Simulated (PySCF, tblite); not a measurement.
# C₄H₆F₂O₂: dynamics, then NMR shifts on frames

Aim: move C₄H₆F₂O₂ (`F[C@@H]1OCC[C@@H](F)O1`) away from its starting geometry and see how NMR shifts follow the geometry.

Programs: tblite 0.8.0 and PySCF 2.14.0, with density-fitted response routines of our own. Each step states its level of theory. These are calculated values for one molecule in the gas phase, unless marked as measured. Atoms count from 0, in the outputs and in this text.

### Step 1. Starting geometry

14 atoms, charge 0, multiplicity 1; geometry from: GFN2-xTB.

Bonds of the start (Å): F0–C1 1.39, C1–O2 1.36, O2–C3 1.43, C3–C4 1.53, C4–C5 1.53, C5–F6 1.36, C5–O7 1.41, O7–C1 1.37, C1–H8 1.10, C3–H9 1.09, C3–H10 1.10, C4–H11 1.09, C4–H12 1.09, C5–H13 1.10.

### Step 2. A short Langevin run with GFN2-xTB

The job: settings as JSON, then the geometry in Å.

```
{"job": {"kind": "md", "xc": "GFN2-xTB", "basis": "xTB", "temperature": 600, "steps": 2000, "every": 50, "frames": 5}, "charge": 0, "multiplicity": 1}
F      2.116584    -0.140792     0.657647
C      1.478239     0.158693    -0.544307
O      0.770239     1.305057    -0.391198
C     -0.333684     1.166264     0.504042
C     -1.225692     0.010529     0.057115
C     -0.336551    -1.219899    -0.098867
F     -1.018481    -2.222811    -0.707231
O      0.766539    -0.939749    -0.934933
H      2.266329     0.328901    -1.287581
H     -0.856495     2.121560     0.466699
H      0.042567     0.994281     1.520142
H     -2.015303    -0.181828     0.781076
H     -1.667789     0.231730    -0.916211
H      0.012821    -1.612411     0.871441
```

With the program's defaults for keys left out, this is: GFN2-xTB Langevin dynamics, gas phase.

Started as:

```
$ OMP_NUM_THREADS=1 python probes_run.py task.json out
```

This one command runs all jobs of the session in turn.

Standard output:

```text
t/fs     T/K      E/eV
    0.0   464.8   -795.82871
   25.0   337.5   -795.11934
   50.0   310.7   -795.15546
   75.0   514.7   -795.10516
  100.0   488.7   -794.72219
  125.0   607.0   -794.80838
  150.0   613.1   -794.74865
  175.0   755.3   -795.25176
  200.0   763.8   -795.23003
  225.0   641.2   -794.80799
  250.0   559.3   -794.54772
  275.0   509.1   -794.51331
  300.0   567.6   -794.98974
  325.0   487.8   -794.90253
  350.0   605.3   -795.08432
  375.0   670.4   -794.88328
  400.0   598.4   -795.17382
  425.0   608.3   -795.05247
  450.0   575.5   -795.02445
  475.0   373.5   -794.81609
  500.0   659.7   -795.00546
  525.0   501.0   -794.77284
  550.0   616.1   -794.87492
  575.0   529.8   -794.57210
  600.0   848.4   -794.82088
  625.0   615.9   -794.66629
  650.0   712.6   -794.63582
  675.0   640.7   -794.95172
  700.0   602.2   -794.92143
  725.0   739.3   -795.15853
  750.0   695.4   -794.91509
  775.0   422.2   -794.62485
  800.0   553.1   -794.76718
  825.0   606.6   -794.79550
  850.0   566.5   -795.01412
  875.0   492.0   -794.78267
  900.0   444.3   -794.89612
  925.0   467.9   -794.67648
  950.0   693.2   -795.05994
  975.0   505.8   -794.72522
 1000.0   605.9   -794.98900
```

It took 7.1 s on 1 thread of Intel Xeon 6975P-C, shared host; peak memory 0.18 GiB.

Distance from the start (root mean square after alignment): 0 fs 0.00 Å, 200 fs 0.18 Å, 400 fs 0.19 Å, 600 fs 0.12 Å, 800 fs 0.12 Å, 1000 fs 0.11 Å.

Positions (Å) and forces (eV/Å) at 1000 fs:

```xyz
14

F     2.983   -0.617    0.708    2.322   -0.490    2.440
C     2.024   -0.422   -0.135   -0.564   -1.544   -3.984
O     1.339    0.667    0.139   -0.829    0.899    0.954
C     0.539    0.554    1.324    0.229   -0.245    1.237
C    -0.336   -0.661    1.239   -1.553   -0.015   -2.842
C     0.532   -1.866    0.888   -0.496   -0.138   -2.185
F    -0.305   -2.923    0.550    0.870    0.539    0.698
O     1.317   -1.644   -0.282   -0.398    1.097    0.440
H     2.525   -0.328   -1.157   -0.533    0.277    0.706
H    -0.004    1.495    1.376   -0.006   -0.053    0.105
H     1.029    0.317    2.334    0.651    1.082   -1.360
H    -0.754   -0.926    2.148   -1.100   -0.130    1.884
H    -1.219   -0.486    0.480    1.699   -0.659    0.993
H     1.277   -2.103    1.634   -0.292   -0.621    0.914
```

### Step 3. Shielding tensors: 250 fs, PBE0/pcSseg-1

The job: settings as JSON, then the geometry in Å.

```
{"job": {"kind": "nmr", "xc": "PBE0", "basis": "pcSseg-1", "pop": false}, "charge": 0, "multiplicity": 1}
F      2.156600    -0.141900     0.106700
C      1.080800     0.157700    -0.821300
O      0.220300     0.954400    -0.177800
C     -0.465100     0.437300     0.980700
C     -0.837500    -0.951500     0.649800
C      0.128800    -1.865000    -0.139000
F     -0.373800    -3.043900    -0.632000
O      0.778600    -1.111600    -1.211500
H      1.555000     0.906000    -1.644600
H     -1.254800     1.250300     1.008200
H      0.096100     0.639200     2.000200
H     -1.231700    -1.528400     1.535200
H     -1.720400    -0.991900    -0.090600
H      0.938500    -2.229000     0.527200
```

Method: GIAO PBE0/pcSseg-1 NMR shielding, non-relativistic, gas phase.

Standard output:

```text
coarse grid: 12408 points
cycle   1  E = -505.2801259617  dE =  1.187e+00  |g| = 1.019e+00  |ddm| = 3.220e+00
cycle   2  E = -505.1043474093  dE =  1.758e-01  |g| = 1.482e+00  |ddm| = 1.387e+00
cycle   3  E = -505.4561430109  dE = -3.518e-01  |g| = 7.720e-02  |ddm| = 8.648e-01
cycle   4  E = -505.4568397693  dE = -6.968e-04  |g| = 5.068e-02  |ddm| = 7.937e-02
cycle   5  E = -505.4572918634  dE = -4.521e-04  |g| = 9.144e-03  |ddm| = 3.748e-02
cycle   6  E = -505.4573032723  dE = -1.141e-05  |g| = 3.762e-03  |ddm| = 8.010e-03
cycle   7  E = -505.4573060702  dE = -2.798e-06  |g| = 5.590e-04  |ddm| = 2.725e-03
final grid: 122688 points
cycle   8  E = -505.5393609415  dE = -3.035e-05  |g| = 1.353e-02  |ddm| = 2.383e-02
cycle   9  E = -505.5393250746  dE =  3.587e-05  |g| = 1.981e-02  |ddm| = 1.888e-02
cycle  10  E = -505.5393928148  dE = -6.774e-05  |g| = 8.260e-04  |ddm| = 1.137e-02
cycle  11  E = -505.5393929169  dE = -1.021e-07  |g| = 3.746e-04  |ddm| = 8.161e-04
cycle  12  E = -505.5393929365  dE = -1.965e-08  |g| = 7.842e-05  |ddm| = 2.461e-04
cycle  13  E = -505.5393929375  dE = -9.366e-10  |g| = 2.564e-05  |ddm| = 6.100e-05
converged SCF energy = -505.5393929375

GIAO shielding tensors (ppm)
atom      isotropic    diamagn.    paramagn.     s11        s22        s33       span
  0 F      239.179     478.007    -238.827     97.570    247.498    372.469    274.899
  1 C       59.595     241.044    -181.450     39.757     63.181     75.845     36.088
  2 O      229.095     398.428    -169.333    171.207    213.433    302.646    131.439
  3 C      117.918     243.203    -125.285     87.409    103.340    163.004     75.595
  4 C      153.927     248.091     -94.165    142.952    156.660    162.168     19.216
  5 C       74.238     239.411    -165.173     49.453     67.376    105.884     56.430
  6 F      322.995     469.081    -146.087    244.602    351.716    372.666    128.063
  7 O      174.608     396.129    -221.521    118.743    151.362    253.718    134.975
  8 H       23.111      23.967      -0.856     19.020     20.881     29.433     10.413
  9 H       25.878      27.848      -1.970     21.788     24.603     31.244      9.456
 10 H       25.410      26.658      -1.248     22.393     23.699     30.136      7.743
 11 H       29.022      26.880       2.141     24.880     26.874     35.312     10.432
 12 H       27.902      27.856       0.047     24.190     27.255     32.262      8.072
 13 H       25.016      28.091      -3.075     21.314     26.509     27.225      5.912
```

It took 13 s on 1 thread of Intel Xeon 6975P-C, shared host; peak memory 0.75 GiB.

Shifts follow as δ = σ(reference) − σ, with reference shieldings (ppm) from runs at the same level and on the same kind of geometry: 1H TMS 31.72, 13C TMS 186.9, 19F CFCl3 170.9, 17O H2O 336.1. The references are single molecules in the gas phase, so shifts against H2O, NH3, PH3, H3PO4 or CFCl3 are not on the usual liquid scales and can be off by tens of ppm. Each atom is listed at this fixed geometry, with no averaging over motion; a spectrum would average atoms that exchange fast.

```tsv
atoms	environment	σ (ppm)	δ (ppm)
C1	sp3 carbon bearing two oxygens	59.6	127.3
C5	sp3 CH bonded to F and O	74.2	112.7
C3	sp3 CH2 bonded to O	117.9	69.0
C4	sp3 CH2 in a ring	153.9	33.0
H8	hydrogen on an sp3 carbon bearing two oxygens	23.11	8.61
H13	hydrogen on an sp3 CH bonded to F and O	25.02	6.70
H10	hydrogen on an sp3 CH2 bonded to O	25.41	6.31
H9	hydrogen on an sp3 CH2 bonded to O	25.88	5.84
H12	hydrogen on an sp3 CH2 in a ring	27.90	3.81
H11	hydrogen on an sp3 CH2 in a ring	29.02	2.70
F0	fluorine on an sp3 carbon	239.2	-68.2
F6	fluorine on an sp3 carbon	323.0	-152.0
O7	ether oxygen	174.6	161.5
O2	ether oxygen	229.1	107.0
```

Ring of atoms C1, O2, C3, C4, C5, O7: NICS(0) -3.1, NICS(1) -1.8, NICS(1)zz 1.6 ppm (means of both faces).

### Step 4. NMR shieldings: 425 fs, PBE0/pcSseg-1

The job: settings as JSON, then the geometry in Å.

```
{"job": {"kind": "nmr", "xc": "PBE0", "basis": "pcSseg-1", "pop": false}, "charge": 0, "multiplicity": 1}
F      2.322400    -0.235900    -0.526900
C      1.041900    -0.121400    -0.883800
O      0.443700     0.789200    -0.085200
C      0.108100     0.251700     1.222800
C     -0.494500    -1.138800     0.901700
C      0.382400    -2.094200     0.148000
F     -0.178200    -3.279800     0.018500
O      0.644100    -1.447600    -1.082100
H      0.908100     0.325400    -1.889500
H     -0.577200     1.016200     1.607000
H      1.024000     0.039100     1.809500
H     -0.805300    -1.458500     1.907000
H     -1.487800    -1.070900     0.368900
H      1.365600    -2.325300     0.638300
```

Level: GIAO PBE0/pcSseg-1 NMR shielding, non-relativistic, gas phase.

Standard output:

```text
coarse grid: 12408 points
cycle   1  E = -505.3210730866  dE =  1.457e+00  |g| = 9.732e-01  |ddm| = 3.260e+00
cycle   2  E = -505.1939420096  dE =  1.271e-01  |g| = 1.333e+00  |ddm| = 1.275e+00
cycle   3  E = -505.4774789963  dE = -2.835e-01  |g| = 7.553e-02  |ddm| = 7.793e-01
cycle   4  E = -505.4782744367  dE = -7.954e-04  |g| = 4.274e-02  |ddm| = 7.140e-02
cycle   5  E = -505.4786178197  dE = -3.434e-04  |g| = 8.180e-03  |ddm| = 3.180e-02
cycle   6  E = -505.4786257938  dE = -7.974e-06  |g| = 3.601e-03  |ddm| = 6.608e-03
cycle   7  E = -505.4786281328  dE = -2.339e-06  |g| = 4.120e-04  |ddm| = 2.425e-03
final grid: 122688 points
cycle   8  E = -505.5598379756  dE = -3.512e-05  |g| = 1.367e-02  |ddm| = 2.516e-02
cycle   9  E = -505.5598027658  dE =  3.521e-05  |g| = 1.981e-02  |ddm| = 1.907e-02
cycle  10  E = -505.5598708037  dE = -6.804e-05  |g| = 9.612e-04  |ddm| = 1.149e-02
cycle  11  E = -505.5598709660  dE = -1.623e-07  |g| = 2.913e-04  |ddm| = 8.550e-04
cycle  12  E = -505.5598709777  dE = -1.170e-08  |g| = 8.362e-05  |ddm| = 2.140e-04
cycle  13  E = -505.5598709787  dE = -1.016e-09  |g| = 2.094e-05  |ddm| = 6.143e-05
cycle  14  E = -505.5598709788  dE = -7.174e-11  |g| = 4.826e-06  |ddm| = 1.594e-05
converged SCF energy = -505.5598709788

GIAO shielding tensors (ppm)
atom      isotropic    diamagn.    paramagn.     s11        s22        s33       span
  0 F      289.458     473.410    -183.952    188.909    329.429    350.035    161.126
  1 C       71.042     239.482    -168.440     46.916     72.931     93.279     46.363
  2 O      230.801     398.528    -167.727    168.837    231.835    291.733    122.896
  3 C      117.297     246.670    -129.373     87.909    104.197    159.785     71.876
  4 C      151.525     249.520     -97.995    144.104    150.062    160.408     16.305
  5 C       84.249     239.637    -155.388     60.793     80.610    111.343     50.550
  6 F      343.351     466.921    -123.570    281.123    343.013    405.919    124.796
  7 O      176.475     398.355    -221.881    114.050    161.138    254.236    140.186
  8 H       25.413      27.717      -2.304     21.488     23.454     31.296      9.808
  9 H       27.032      29.290      -2.258     22.649     25.871     32.576      9.927
 10 H       26.790      29.211      -2.421     23.110     26.043     31.216      8.106
 11 H       29.899      28.507       1.392     25.729     28.149     35.819     10.089
 12 H       28.819      29.630      -0.811     25.627     27.154     33.677      8.050
 13 H       25.247      28.032      -2.785     20.632     26.976     28.134      7.503
```

It took 14 s on 1 thread of Intel Xeon 6975P-C, shared host; peak memory 0.77 GiB.

This run: δ C1 115.9, C5 102.7, C3 69.6, C4 35.4, H13 6.47, H8 6.30 ppm.

(Part 1 of 2 ends here.)
